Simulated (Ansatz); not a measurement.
# Mg2C3: a relaxation

The task: find the equilibrium cell of Mg2C3.

Computed with Ansatz 0.2.0 (DFT r2SCAN, scalar-relativistic, plane waves, PAW, unless a step's input says otherwise).

### 1 Starting point

The structure is monoclinic, space group C2/m (No. 12). Conventional cell: a = 4.831 Å, b = 4.700 Å, c = 4.987 Å, α = 90.00°, β = 104.25°, γ = 90.00°. Around Mg (site symmetry m) lie 6 C at 2.24 to 2.55 Å. C (site symmetry m) has 1 C at 1.34 Å as nearest neighbours. Around C (site symmetry 2/m) lie 2 C at 1.34 Å.

As a file:

```cif
data_structure
_symmetry_space_group_name_H-M 'C2/m'
_symmetry_Int_Tables_number 12
_cell_length_a 4.8310
_cell_length_b 4.7000
_cell_length_c 4.9866
_cell_angle_alpha 90.000
_cell_angle_beta 104.245
_cell_angle_gamma 90.000
_cell_volume 109.74
loop_
_atom_site_label
_atom_site_type_symbol
_atom_site_symmetry_multiplicity
_atom_site_Wyckoff_symbol
_atom_site_fract_x
_atom_site_fract_y
_atom_site_fract_z
_atom_site_occupancy
Mg1 Mg 4 i 0.30870 0.50000 0.20110 1
C1 C 4 i 0.79890 0.50000 0.26150 1
C2 C 2 d 0.00000 0.50000 0.50000 1
```

The structure comes from the Crystallography Open Database.

(A quick probe on a coarse mesh, which set the mesh and smearing, is not shown.)

### 3 A loose first relaxation

input.yaml

```yaml
crystal:
  lattice:
    - [2.4155, -2.35, 0.0]
    - [2.4155, 2.35, 0.0]
    - [-1.22707, 0.0, 4.83328]
  atoms:
    - { symbol: Mg, position: [0.8087, 0.8087, 0.2011] }
    - { symbol: Mg, position: [0.1913, 0.1913, 0.7989] }
    - { symbol: C, position: [0.2989, 0.2989, 0.2615] }
    - { symbol: C, position: [0.7011, 0.7011, 0.7385] }
    - { symbol: C, position: [0.5, 0.5, 0.5] }
basis:
  ecutwfc: 500
kpoints:
  mp_grid: { grid: [6, 6, 4] }
hamiltonian:
  xc: r2scan
scf:
  occupations: { method: gaussian, width: 0.1 }
output:
  forces: true
  stress: true
  eigenvalues: true
relax:
  adjacent_minimum: "off"
  f_tol: 0.05
  max_steps: 80
  cell: { stress_tol: 0.5 }
```

Launch:

```console
ansatz run input.yaml --threads 1 --pin off --max-ram 2560MiB --backend cpu --events-out ev --progress --plain --runs-dir out
```

Further runs follow: relaxing cell and atoms.

What does the calculation give? Wanted: relaxed cell; volume; formation energy; gap on the mesh.

**Answer**, as computed:

```
                                                               quantity                                                                       value
                                            relaxed cell (conventional)  a = 4.774 Å, b = 4.679 Å, c = 5.011 Å, α = 90.00°, β = 104.31°, γ = 90.00°
                                                   space group (0.01 Å)                                                               C2/m (No. 12)
                                                                 volume                                                               10.84 Å³/atom
formation energy (elements from runs with the same settings, not shown)                                                               +0.11 eV/atom
                                                        gap on the mesh                                                                     1.87 eV
```

**Reading.** The cell shrank by 1.2 % in volume on relaxing. The start is a reported cell, which holds thermal expansion that this zero-temperature run lacks.

The gaps are Kohn-Sham values of a semilocal functional, not quasiparticle or optical gaps. Such gaps usually fall short of the measured ones.
